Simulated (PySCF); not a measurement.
# HBr (hydrogen bromide) at HF/STO-3G

What is the vertical ionisation energy of HBr (hydrogen bromide) at HF/STO-3G? Input form: a Python script.

The results are computed with PySCF 2.14.0.

8 further runs of the same task are left out: 8 set aside as unsound or not needed.

## (1) The structure to begin with

HBr has 2 atoms, charge 0, and is taken as a singlet. SMILES: `Br`. Geometry: relaxed at PBE0-D4/def2-TZVP.

Bond lengths: Br1–H2 1.420 Å.

## (2) A single-point energy at HF/STO-3G

File calc.py:

```python
from pyscf import gto

mol = gto.Mole()
mol.atom = '''
Br    -1.139921     0.411885    -0.576461
H      1.139921    -0.411885     0.576461
'''
mol.spin = 0
mol.unit = 'bohr'
mol.verbose = 3
mol.basis = 'sto-3g'
mol.max_memory = 1860
mol.charge = 0
mol.build()

calc0 = mol.RHF()
calc0.conv_tol = 1e-10
calc0.kernel()
if not calc0.converged:
    calc0 = calc0.newton().run(calc0.mo_coeff, calc0.mo_occ)

energy = calc0.e_tot
print('E(%s) = %.9f' % ('HF', energy))
```

Launch:

```
$ OMP_NUM_THREADS=1 python calc.py
```

The log of the run:

```text
converged SCF energy = -2545.22814737051
E(HF) = -2545.228147371
```

Wall time 0.62 s (1 thread of Arm Neoverse V2, shared host); peak memory 0.12 GiB.

## (3) The doublet cation at the same level

File calc.py:

```python
from pyscf import gto, scf

system = gto.M(
    atom='Br -0.603220 0.217960 -0.305050; H 0.603220 -0.217960 0.305050',
    max_memory=1860,
    basis='sto-3g',
    verbose=4,
    charge=1,
    spin=1,
)

mf = scf.UHF(system)
mf.conv_tol = 1e-10
mf.kernel()
if not mf.converged:
    mf = mf.newton().run(mf.mo_coeff, mf.mo_occ)

energy = mf.e_tot
print('E(%s) = %.9f' % ('HF', energy))
```

Launch:

```
$ OMP_NUM_THREADS=1 python calc.py
```

The log of the run:

```text
PySCF version 2.14.0

[INPUT] num. atoms = 2
[INPUT] num. electrons = 35
[INPUT] charge = 1
[INPUT] spin (= nelec alpha-beta = 2S) = 1
[INPUT] symmetry False subgroup None
[INPUT] Mole.unit = angstrom
[INPUT] Symbol           X                Y                Z      unit          X                Y                Z       unit  Magmom
[INPUT]  1 Br    -0.603220000000   0.217960000000  -0.305050000000 AA   -1.139920592860   0.411884706110  -0.576460954299 Bohr   0.0
[INPUT]  2 H      0.603220000000  -0.217960000000   0.305050000000 AA    1.139920592860  -0.411884706110   0.576460954299 Bohr   0.0

nuclear repulsion = 13.0387500136477
number of shells = 9
number of NR pGTOs = 57
number of NR cGTOs = 19
basis = sto-3g
ecp = {}

******** <class 'pyscf.scf.uhf.UHF'> ********
method = UHF
initial guess = minao
damping factor = 0
level_shift factor = 0
DIIS = <class 'pyscf.scf.diis.CDIIS'>
diis_start_cycle = 1
diis_space = 8
diis_damp = 0
SCF conv_tol = 1e-10
SCF conv_tol_grad = None
SCF max_cycles = 50
direct_scf = True
direct_scf_tol = 1e-13
number electrons alpha = 18  beta = 17
Set gradient conv threshold to 1e-05
init E= -2541.32796646857
[... the frontier-level lines of each cycle are left out ...]


cycle= 1 E= -2544.88945993248  delta_E= -3.56  |g|= 0.133  |ddm|= 1.28
cycle= 2 E= -2544.90489922417  delta_E= -0.0154  |g|= 0.0138  |ddm|= 0.26
cycle= 3 E= -2544.90513594238  delta_E= -0.000237  |g|= 0.00506  |ddm|= 0.0289
cycle= 4 E= -2544.90519192799  delta_E= -5.6e-05  |g|= 0.00241  |ddm|= 0.0148
cycle= 5 E= -2544.90521080291  delta_E= -1.89e-05  |g|= 0.000529  |ddm|= 0.0133
cycle= 6 E= -2544.90521167026  delta_E= -8.67e-07  |g|= 1.77e-05  |ddm|= 0.00359
cycle= 7 E= -2544.9052116707  delta_E= -4.4e-10  |g|= 1.15e-06  |ddm|= 7e-05
cycle= 8 E= -2544.90521167069  delta_E= 4.09e-12  |g|= 6.42e-08  |ddm|= 2.41e-06
Extra cycle  E= -2544.90521167069  delta_E= 2.73e-12  |g|= 1.26e-08  |ddm|= 8.96e-08
converged SCF energy = -2544.90521167069  <S^2> = 0.75284979  2S+1 = 2.0028478
E(HF) = -2544.905211671
```

Run time: 0.48 s. Hardware: 1 thread of Arm Neoverse V2, shared host; peak memory 0.099 GiB.

## (4) What came out

Level: HF/STO-3G.

```
                                          quantity           value
                         singlet HBr: total energy  -2545.22815 Eh
                        singlet HBr: dipole moment          1.30 D
                          singlet HBr: HOMO energy        -9.07 eV
                          singlet HBr: LUMO energy        10.72 eV
                        singlet HBr: HOMO–LUMO gap        19.79 eV
                      doublet cation: total energy  -2544.90521 Eh
doublet cation: HOMO energy (highest over α and β)       -19.84 eV
 doublet cation: LUMO energy (lowest over α and β)        -8.51 eV
                              doublet cation: ⟨S²⟩           0.753
vertical ionisation energy (to the doublet cation)        8.788 eV
```

In words: The vertical ionisation energy comes to 8.79 eV (848 kJ/mol). −ε(HOMO) before ionisation, 9.07 eV, is 0.29 eV above this ionisation energy. In a minimal basis such a difference can be off by several eV, whatever the method.
